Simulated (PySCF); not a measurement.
# C3H8Si (SiH2Me(vinyl)) at 6 levels

Wanted: a comparison of 6 runs (HF/def2-SVP, B3LYP/6-31G*, BP86/def2-SVP, BP86/pcseg-1, PBE0/6-31G**, PBE0/def2-SVP) of C3H8Si (SiH2Me(vinyl)). The job is set up through a Python script.

The results are computed with PySCF 2.14.0.

### 1 The structure to begin with

The species is C3H8Si (12 atoms), meant as a singlet with charge 0. SMILES: `[H][Si]([H])(C)C=C`. Geometry: relaxed at GFN2-xTB. This is one conformer, not always the lowest.

Bond lengths: Si1–C4 1.900 Å, Si1–C8 1.885 Å, C8–C9 1.324 Å, Si1–H2 1.468 Å, Si1–H3 1.471 Å, C4–H5 1.086 Å, C4–H6 1.087 Å, C4–H7 1.087 Å, C8–H10 1.085 Å, C9–H11 1.078 Å, C9–H12 1.080 Å. Some angles: C4–Si1–C8 109.0°, Si1–C8–C9 125.1°, Si1–C4–H5 111.0°, Si1–C4–H6 111.5°, Si1–C4–H7 111.4°, H2–Si1–C4 110.0°, H2–Si1–C8 109.8°, H3–Si1–C4 109.4°, H3–Si1–C8 108.8°, Si1–C8–H10 117.0°.

### 2 Energy and forces at HF/def2-SVP (run 1)

File calc.py:

```python
# SiH2Me(vinyl)
import pyscf.grad
from pyscf import gto, scf

system = gto.M(
    atom='''
Si     0.770580     0.313760     0.342150
H      0.639640     0.350980     1.803490
H      2.189700     0.202550    -0.027920
C      0.043100     1.896950    -0.416490
H      0.583360     2.775630    -0.076420
H     -1.000790     2.025800    -0.143440
H      0.098330     1.878210    -1.501440
C     -0.156100    -1.176600    -0.344720
C     -0.818610    -2.062840     0.381600
H     -0.141440    -1.312530    -1.420730
H     -0.870460    -1.986590     1.455760
H     -1.337300    -2.905320    -0.051840
''',
    verbose=4,
    max_memory=1860,
    charge=0,
    spin=0,
    basis='def2-svp',
)

mf = scf.RHF(system)
mf.conv_tol = 1e-10
mf.kernel()
if not mf.converged:
    mf = mf.newton().run(mf.mo_coeff, mf.mo_occ)

energy = mf.e_tot
print('E = %.10f Eh' % energy)
grad = mf.Gradients().kernel()
mf.analyze()
```

Started as:

```bash
$ OMP_NUM_THREADS=1 python calc.py
```

Standard output:

```text
PySCF version 2.14.0

[... 81 lines left out ...]
Nuclear Repulsion Energy =             154.318303546460385
[... 14 lines left out ...]
MO #9   energy= -1.02587251148321  occ= 2
[... 12 lines left out ...]
MO #22  energy= 0.183147616344085  occ= 0
[... 12 lines left out ...]
MO #35  energy= 0.517054574020915  occ= 0
[... 12 lines left out ...]
MO #48  energy= 0.873679460389288  occ= 0
[... 12 lines left out ...]
MO #61  energy= 1.3780179567567    occ= 0
[... 12 lines left out ...]
MO #74  energy= 2.02197121366632   occ= 0
[... 12 lines left out ...]
MO #87  energy= 2.59738031534778   occ= 0
[... 12 lines left out ...]
MO #100 energy= 3.59420099687465   occ= 0
[... 115 lines left out ...]
Dipole moment(X, Y, Z, Debye): -0.46161, -0.03378, -0.21851
```

It took 24 s on 1 thread of Intel Xeon at 2.50GHz (Skylake/Cascade Lake), shared host; peak memory 0.21 GiB.

### 3 Energy and forces at B3LYP/6-31G(d) (spherical functions) (run 2)

File start.xyz:

```xyz
12
C3H8Si
Si     0.770580     0.313760     0.342150
H      0.639640     0.350980     1.803490
H      2.189700     0.202550    -0.027920
C      0.043100     1.896950    -0.416490
H      0.583360     2.775630    -0.076420
H     -1.000790     2.025800    -0.143440
H      0.098330     1.878210    -1.501440
C     -0.156100    -1.176600    -0.344720
C     -0.818610    -2.062840     0.381600
H     -0.141440    -1.312530    -1.420730
H     -0.870460    -1.986590     1.455760
H     -1.337300    -2.905320    -0.051840
```

File calc.py:

```python
# SiH2Me(vinyl)
import pyscf.grad
from pyscf import gto, dft

mol = gto.M(
    atom='start.xyz',
    charge=0,
    spin=0,
    verbose=4,
    basis='6-31g*',
    max_memory=1860,
)

calc0 = dft.RKS(mol)
calc0.xc = 'b3lyp'
calc0.conv_tol = 1e-10
calc0.grids.level = 5
calc0.kernel()
if not calc0.converged:
    calc0 = calc0.newton().run(calc0.mo_coeff, calc0.mo_occ)

energy = calc0.e_tot
print('E = %.10f Eh' % energy)
grad = calc0.Gradients().kernel()
dip = calc0.dip_moment()
pop, q = calc0.mulliken_pop()
```

Started as:

```bash
$ OMP_NUM_THREADS=1 python calc.py
```

Standard output:

```text
PySCF version 2.14.0

[... 80 lines left out ...]
converged SCF energy = -408.606586515959
[... 13 lines left out ...]
Dipole moment(X, Y, Z, Debye): -0.49353,  0.09596, -0.36182
[... 89 lines left out ...]
charge of   11H =      0.14096
```

Run time: 67 s. Hardware: 1 thread of Intel Xeon at 2.50GHz (Skylake/Cascade Lake), shared host; peak memory 0.78 GiB.

Runs 3 to 5 aren't shown in full; the table further down has their settings and results.

### 4 Energy and forces at PBE0/def2-SVP (run 6)

File input.py:

```python
# SiH2Me(vinyl)
import pyscf.grad
from pyscf import gto, dft

molecule = gto.M(
    atom='''
Si     1.456185     0.592920     0.646570
H      1.208744     0.663256     3.408102
H      4.137933     0.382764    -0.052761
C      0.081447     3.584716    -0.787052
H      1.102391     5.245181    -0.144413
H     -1.891219     3.828207    -0.271062
H      0.185817     3.549303    -2.837310
C     -0.294986    -2.223452    -0.651426
C     -1.546949    -3.898203     0.721119
H     -0.267283    -2.480322    -2.684791
H     -1.644931    -3.754111     2.750988
H     -2.527131    -5.490259    -0.097963
''',
    spin=0,
    verbose=3,
    max_memory=1860,
    unit='bohr',
    basis='def2-svp',
)

mf = dft.RKS(molecule)
mf.xc = 'pbe0'
mf.grids.level = 5
mf.conv_tol = 1e-10
mf.kernel()
if not mf.converged:
    mf = mf.newton().run(mf.mo_coeff, mf.mo_occ)

e_tot = mf.e_tot
print(f'total energy: {e_tot:.8f} hartree')
grad = mf.Gradients().kernel()
mf.analyze()
```

Started as:

```bash
$ OMP_NUM_THREADS=1 python input.py
```

Standard output:

```text
converged SCF energy = -408.152031173668
[... 13 lines left out ...]
MO #4   energy= -10.2162306334314  occ= 2
[... 11 lines left out ...]
MO #16  energy= -0.402360004288234 occ= 2
[... 11 lines left out ...]
MO #28  energy= 0.142606633300866  occ= 0
[... 11 lines left out ...]
MO #40  energy= 0.514246684334447  occ= 0
[... 11 lines left out ...]
MO #52  energy= 0.702718588845001  occ= 0
[... 11 lines left out ...]
MO #64  energy= 1.25116993393673   occ= 0
[... 11 lines left out ...]
MO #76  energy= 1.79187220327053   occ= 0
[... 11 lines left out ...]
MO #88  energy= 2.34220373875965   occ= 0
[... 11 lines left out ...]
MO #100 energy= 3.24816039974387   occ= 0
[... 13 lines left out ...]
Dipole moment(X, Y, Z, Debye): -0.47069,  0.09872, -0.31431
```

It took 77 s on 1 thread of Intel Xeon at 2.50GHz (Skylake/Cascade Lake), shared host; peak memory 1 GiB.

### 5 Overview of the runs

| run | level | integration grid | energy (Eh) | dipole moment (D) | HOMO energy (eV) | LUMO energy (eV) | wall time |
| --- | --- | --- | --- | --- | --- | --- | --- |
| 1 | HF/def2-SVP | – | -407.003259 | 0.51 | -10.26 | 3.78 | 24 s |
| 2 | B3LYP/6-31G* (spherical functions) | 5 | -408.606587 | 0.62 | -7.29 | 0.02 | 67 s |
| 3 | BP86/def2-SVP | 5 | -408.444202 | 0.62 | -6.70 | -1.17 | 72 s |
| 4 | BP86/pcseg-1 | 5 | -408.595048 | 0.57 | -6.78 | -1.29 | 83 s |
| 5 | PBE0/6-31G** (spherical functions) | 5 | -408.317448 | 0.63 | -7.59 | 0.16 | 92 s |
| 6 | PBE0/def2-SVP | 5 | -408.152031 | 0.57 | -7.78 | -0.08 | 77 s |

### 6 Outcome

| quantity | value |
| --- | --- |
| run 6: total energy | -408.15203 Eh |
| run 6: dipole moment | 0.57 D |
| run 6: HOMO energy | -7.78 eV |
| run 6: LUMO energy | -0.08 eV |
| run 6: HOMO–LUMO gap | 7.71 eV |
| run 6: largest force on an atom | 1.132 eV/Å |

What this shows: The dipole moment (its size) runs from 0.51 D (HF/def2-SVP) to 0.63 D (PBE0/6-31G**). The two ends differ in method and basis. The HOMO–LUMO gap runs from 5.49 eV (BP86/pcseg-1) to 14.04 eV (HF/def2-SVP). Totals of different functionals can't be ranked against each other. All runs together took 6.9 min, the longest 92 s.
